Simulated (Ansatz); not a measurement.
# TiPd, space group P4/mmm: an equation of state with a fit

With the Ansatz DFT code, driven from Python.

Interactive session:
```pycon
>>> import warnings
>>> import ansatz as az
>>> import numpy as np
>>> params = {
...     "xc": "lda",
...     "width_ev": 0.05,
...     "cutoff": 500,
...     "kgrid": (8, 8, 6),
... }
>>> vectors0 = np.array([
...     [2.814709, 0.0, 0.0],
...     [0.0, 2.814709, 0.0],
...     [0.0, 0.0, 3.865764],
... ])
>>> sites = [
...     ("Ti", [0.0, 0.0, 0.0]),
...     ("Pd", [0.5, 0.5, 0.5]),
... ]
>>> def crystal_on(cell):
...     crystal = az.Crystal(lattice=az.Lattice.of(cell))
...     for symbol, position in sites:
...         crystal = crystal.atom(symbol, position)
...     return crystal
...
>>> warnings.simplefilter("ignore", az.DeckWarning)
>>> # uniform scaling of the cell
>>> volumes, energies, pressures = [], [], []
>>> for scale in np.linspace(0.9, 1.1, 9):
...     cell = vectors0 * scale ** (1 / 3)
...     model = crystal_on(cell).calculation()
...     model = model.functional(params["xc"])
...     model = model.occupations(az.OccupationsMethod.FERMI_DIRAC, width=params["width_ev"]).basis(params["cutoff"])
...     model = model.kpoints(*params["kgrid"]).stress()
...     r = model.run(threads=1).report
...     volumes.append(abs(np.linalg.det(cell)) / len(sites))
...     energies.append(r["free_energy_ev"] / len(sites))
...     pressures.append(np.trace(r["stress_gpa"]) / 3)
...     print(f"V = {volumes[-1]:8.4f} A^3/atom  F = {energies[-1]:.5f} eV/atom  P = {pressures[-1]:8.3f} GPa")
...
V =  13.7821 A^3/atom  F = -4648.00744 eV/atom  P =   11.139 GPa
V =  14.1649 A^3/atom  F = -4648.02649 eV/atom  P =    4.957 GPa
V =  14.5478 A^3/atom  F = -4648.03179 eV/atom  P =   -0.386 GPa
V =  14.9306 A^3/atom  F = -4648.02522 eV/atom  P =   -5.000 GPa
V =  15.3134 A^3/atom  F = -4648.00840 eV/atom  P =   -8.983 GPa
V =  15.6963 A^3/atom  F = -4647.98273 eV/atom  P =  -12.416 GPa
V =  16.0791 A^3/atom  F = -4647.94944 eV/atom  P =  -15.372 GPa
V =  16.4619 A^3/atom  F = -4647.90960 eV/atom  P =  -17.910 GPa
V =  16.8448 A^3/atom  F = -4647.86414 eV/atom  P =  -20.085 GPa
>>> # third-order Birch-Murnaghan: a cubic in V^(-2/3)
>>> x = np.array(volumes) ** (-2 / 3)
>>> poly = np.polynomial.Polynomial.fit(x, energies, 3).convert()
>>> roots = poly.deriv().roots()
>>> x0 = min((r.real for r in roots if abs(r.imag) < 1e-9 and poly.deriv(2)(r.real) > 0), key=lambda r: abs(r - x.mean()))
>>> v0 = x0 ** -1.5
>>> b0 = 4 / 9 * poly.deriv(2)(x0) * v0 ** (-7 / 3) * 160.21766
>>> b1 = 4 + 2 / 3 * x0 * poly.deriv(3)(x0) / poly.deriv(2)(x0)
>>> print(f"V0 = {v0:.4f} A^3/atom, B0 = {b0:.1f} GPa, dB/dP = {b1:.2f}")
V0 = 14.5177 A^3/atom, B0 = 190.4 GPa, dB/dP = 4.62
```

A third-order Birch-Murnaghan fit through the 9 points has its minimum at 14.52 Å³ an atom, 5.2 % below the typed cell, with a bulk modulus of 190 GPa and dB/dP = 4.6. From that minimum the energy rises by 24.4 meV an atom on the compressed side and 167.7 meV on the expanded side. The window is off centre, so dB/dP is rough.

Total energies depend on the potentials; only differences at equal settings carry meaning. Shape and fractional positions are held along the curve, so the bulk modulus is an upper value where they are free to relax. For a metal this k-point mesh is coarse: on a finer one energies can move by several to tens of meV an atom and pressures by half a GPa or more, differences at one mesh by less. Pressure is positive in compression. At these settings the cell as given stands under about -9 GPa, so it isn't at this functional's equilibrium volume. The structure comes from a database of computed cells and needn't be a stable or known phase. Hardware and time: 31 s on 1 thread of Arm Neoverse N1, with other jobs on the host, peak memory 0.41 GiB.

(Lines on the test bed's own set-up are left out of the output.)
